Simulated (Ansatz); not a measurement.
# Al₂N₂H₈: how energies converge with the basis set

Aim: see how fast density functionals converge with the basis set for Al₂N₂H₈.

The runs use Ansatz 0.2.0, Gaussian basis; one geometry, several basis sets.

Plan: PBE0-D4/def2-SVP; ωB97M-V/def2-SVP; PBE0-D4/def2-QZVPP; ωB97M-V/def2-QZVPP; the functionals' def2-TZVPP values are taken from earlier runs.

## (1) Structure used throughout

The geometry comes from an earlier relaxation with PBE0-D4 in a triple-zeta def2 set; it is a stationary point, not always the lowest conformer.

SMILES `[NH2+]1[AlH2-][NH2+][AlH2-]1`, 12 atoms, charge 0, spin multiplicity 1.

Atoms are counted from 1 here; the program's logs count them from 0.

Bond lengths: N1–Al2 1.957 Å, N1–Al4 1.957 Å, N1–H5 1.014 Å, N1–H6 1.014 Å, Al2–N3 1.957 Å, Al2–H7 1.592 Å, Al2–H8 1.592 Å, N3–Al4 1.957 Å, N3–H9 1.014 Å, N3–H10 1.014 Å, Al4–H11 1.592 Å, Al4–H12 1.592 Å. Angles: Al2–N1–Al4 92.1°, Al2–N1–H5 114.4°, Al2–N1–H6 114.5°, Al4–N1–H5 114.4°, Al4–N1–H6 114.5°, H5–N1–H6 106.8°, N1–Al2–N3 87.9°, N1–Al2–H7 110.0°, N1–Al2–H8 110.0°, N3–Al2–H7 110.0°, N3–Al2–H8 110.0°, H7–Al2–H8 123.2°, Al2–N3–Al4 92.1°, Al2–N3–H9 114.4°, Al2–N3–H10 114.5°, Al4–N3–H9 114.4°, Al4–N3–H10 114.5°, H9–N3–H10 106.8° and more.

## (2) PBE0-D4 in def2-SVP

Contents of in.yaml:

```yaml
crystal:
  periodic: [false, false, false]
  atoms:
    - {symbol: N, position_ang: [-1.001254, 0.334145, -0.854554]}
    - {symbol: Al, position_ang: [0.951337, 0.336851, -0.982978]}
    - {symbol: N, position_ang: [1.001157, -0.337141, 0.853440]}
    - {symbol: Al, position_ang: [-0.951321, -0.334246, 0.983884]}
    - {symbol: H, position_ang: [-1.463817, -0.282830, -1.512546]}
    - {symbol: H, position_ang: [-1.429865, 1.246934, -0.957743]}
    - {symbol: H, position_ang: [1.492000, 1.833479, -1.028507]}
    - {symbol: H, position_ang: [1.433010, -0.795750, -1.992669]}
    - {symbol: H, position_ang: [1.426634, -1.251825, 0.952948]}
    - {symbol: H, position_ang: [1.466718, 0.275880, 1.512985]}
    - {symbol: H, position_ang: [-1.496526, -1.829018, 1.035661]}
    - {symbol: H, position_ang: [-1.428083, 0.803531, 1.990088]}
basis:
  gaussian: {orbitals: def2-SVP}
hamiltonian: {xc: pbe0, dispersion: d4}
output: {orbitals: {seedname: orbitals}}
```

On the command line:

```bash
> ansatz run in.yaml --threads 4 --pin off --events-out ev --progress --plain --max-ram 10444MiB
```

The runs that follow: ωB97M-V in def2-SVP; PBE0-D4 in def2-QZVPP; ωB97M-V in def2-QZVPP.

Before running them: what should the planned runs give, taken together? Wanted: PBE0-D4: double and triple zeta above quadruple; ωB97M-V: double and triple zeta above quadruple.

The runs gave:

| quantity | value |
| --- | --- |
| PBE0-D4: double and triple zeta above quadruple | 8.85, 0.61 eV |
| ωB97M-V: double and triple zeta above quadruple | 8.95, 0.58 eV |

What this shows: For PBE0-D4 the step from double to triple zeta gains 8.24 eV and the next only 0.61 eV. These are total energies; as a rule much of such shifts cancels in differences, which this series doesn't test. The LUMO of ωB97M-V is positive and keeps falling with the basis (1.71 to 0.55 eV): an unbound level that the basis holds in place.
